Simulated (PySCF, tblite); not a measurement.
# C6H6FO−: geometry, infrared bands and NMR shifts

Aim: predict the infrared bands and NMR shifts of C6H6FO− (`[O-]C1=C(F)[C@@H]2CC[C@H]12`).

Programs: tblite 0.8.0 and PySCF 2.14.0, with density-fitted response routines of our own. Each step states its level of theory. These are calculated values for one molecule in the gas phase, unless marked as measured. Atoms are numbered from 0 throughout.

### Step 1. The molecule as given

14 atoms, charge -1, multiplicity 1; geometry from: force field or distance geometry start.

Bonds of the start (Å): O0–C1 1.43, C1–C2 1.33, C2–F3 1.36, C2–C4 1.52, C4–C5 1.53, C5–C6 1.54, C6–C7 1.54, C7–C1 1.50, C7–C4 1.53, C4–H8 1.10, C5–H9 1.10, C5–H10 1.09, C6–H11 1.10, C6–H12 1.11, C7–H13 1.10.

### Step 2. Relaxing the molecule with GFN2-xTB

The job: settings as JSON, then the geometry in Å.

```
{"job": {"kind": "relax", "xc": "GFN2-xTB", "basis": "xTB"}, "charge": -1, "multiplicity": 1}
O      2.789600     0.079700     0.971500
C      1.597800     0.149700     0.190700
C      1.052800     1.092300    -0.577200
F      1.390200     2.358300    -0.932400
C     -0.138700     0.224600    -0.939700
C     -1.340600     0.326200     0.003600
C     -0.705400    -0.753500     0.897900
C      0.495400    -0.843800    -0.054300
H     -0.312200    -0.036300    -1.990800
H     -1.479000     1.298300     0.494300
H     -2.289500     0.024500    -0.448000
H     -1.300200    -1.680500     0.961600
H     -0.477100    -0.430200     1.930900
H      0.716200    -1.809700    -0.530400
```

The run is started by

```sh
$ OMP_NUM_THREADS=1 python probes_run.py task.json out
```

The driver reads the jobs from task.json and runs them one after another.

**Question.** This job is followed by: GFN2-xTB harmonic vibrations, gas phase; GIAO PBE0/pcSseg-1 NMR shielding, non-relativistic, gas phase. What will the session give for the following? strongest single infrared mode (GFN2-xTB); zero-point energy (GFN2-xTB); 13C shifts against TMS (PBE0/pcSseg-1); 1H shifts against TMS (PBE0/pcSseg-1); 17O shifts against H2O (PBE0/pcSseg-1); 19F shifts against CFCl3 (PBE0/pcSseg-1).

As calculated:

| quantity | value |
| --- | --- |
| strongest single infrared mode (GFN2-xTB) | 1830 cm⁻¹, 697 km/mol |
| zero-point energy (GFN2-xTB) | 64.8 kcal/mol |
| 13C shifts against TMS (PBE0/pcSseg-1) | 155.0, 120.0, 41.7, 38.5, 28.2, 20.9 ppm |
| 1H shifts against TMS (PBE0/pcSseg-1) | 2.73, 1.89, 1.60, 1.50, 1.44, 1.30 ppm |
| 17O shifts against H2O (PBE0/pcSseg-1) | 248.1 ppm |
| 19F shifts against CFCl3 (PBE0/pcSseg-1) | -170.2 ppm |

**Reading.** The optimisation took 27 steps and gained 0.883 eV; among the close pairs (by a distance rule), O0–C1 changed most, from 1.427 to 1.246 Å. No mode is imaginary among the 36: a minimum at this level. The strongest single mode, at 1830 cm⁻¹, moves mainly C1. Unscaled tight-binding wavenumbers are off by several per cent, some by more. Its intensities can rank the bands wrongly. At PBE0/pcSseg-1: The widest tensor belongs to O0: span 320 ppm, with a paramagnetic part of -312 ppm. At PBE0/pcSseg-1 the HOMO lies above zero (+0.12 eV), as often for anions in the gas phase: self-interaction error lifts it, or the electron is held by the finite basis alone; counter-ions and solvent are missing.
